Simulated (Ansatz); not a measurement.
# InSi6O16: the cost of one run

Method: DFT PBE, plane waves, PAW, scalar-relativistic, collinear spin, in Ansatz 0.2.0.

**1. The starting structure**

The cell holds 23 atoms (InO16Si6): a = 5.908 Å, b = 5.908 Å, c = 5.330 Å, α = 90.00°, β = 90.00°, γ = 90.00°.

Its coordinates follow in the input file.

**2. Relaxing end A**

Contents of input.yaml:

```yaml
crystal:
  lattice:
    - [-4.1773, -4.1773, 0.0]
    - [4.1773, -4.1773, 0.0]
    - [0.0, 0.0, 5.3304]
  atoms:
    - { symbol: Si, position: [0.0023227, 0.5089034, 0.2503432] }
    - { symbol: O, position: [0.1919156, 0.504782, -0.0007417] }
    - { symbol: O, position: [0.0047046, 0.1918887, 0.2537515] }
    - { symbol: O, position: [0.8035572, 0.5075442, -0.0115997] }
    - { symbol: O, position: [0.0099268, 0.8062315, 0.2507712] }
    - { symbol: In, position: [0.5097186, 0.4987799, 0.5058592], spin: 1.0 }
    - { symbol: Si, position: [0.0018727, 0.4950126, 0.7545055] }
    - { symbol: O, position: [0.1974499, 0.4980871, 0.5033242] }
    - { symbol: O, position: [0.0038609, 0.1918453, 0.7418264] }
    - { symbol: O, position: [0.7950147, 0.4922349, 0.5227299] }
    - { symbol: O, position: [0.0069733, 0.809297, 0.7411686] }
    - { symbol: Si, position: [0.002297, 0.0095026, 0.0110116] }
    - { symbol: Si, position: [0.5063326, 0.009851, 0.2523347] }
    - { symbol: O, position: [0.6976328, 0.0082137, -0.0032186] }
    - { symbol: O, position: [0.4966802, 0.6956538, 0.2542942] }
    - { symbol: O, position: [0.3108911, 0.0004461, 0.0062088] }
    - { symbol: O, position: [0.50748, 0.2993231, 0.2465201] }
    - { symbol: Si, position: [0.0001616, 0.0031759, 0.5077233] }
    - { symbol: Si, position: [0.5034105, -0.0035713, 0.7489043] }
    - { symbol: O, position: [0.701652, -0.0051832, 0.5035511] }
    - { symbol: O, position: [0.5031371, 0.6854882, 0.7474364] }
    - { symbol: O, position: [0.3096988, -0.0022384, 0.4981108] }
    - { symbol: O, position: [0.5045406, 0.3077445, 0.7550603] }
magnetization:
  spin_polarized: true
basis:
  ecutwfc: 420.0
kpoints:
  mp_grid: { grid: [2, 2, 3] }
hamiltonian:
  xc: pbe
  pseudopotentials: { kind: paw, azcp: { folder: soft_1 } }
scf:
  occupations: { method: gaussian, width: 0.05 }
  lower_state_search: "off"
relax:
  f_tol: 0.03
  max_steps: 60
  adjacent_minimum: "off"
```

Launch:

```
$ ansatz run input.yaml --threads 2 --pin off --max-ram 5120MiB --backend cpu --events-out ev --progress --plain --runs-dir out
```

What time and memory should one allow on 2 threads of Arm Neoverse V1, shared host?

About 3.1 min, with a peak of 0.56 GiB.
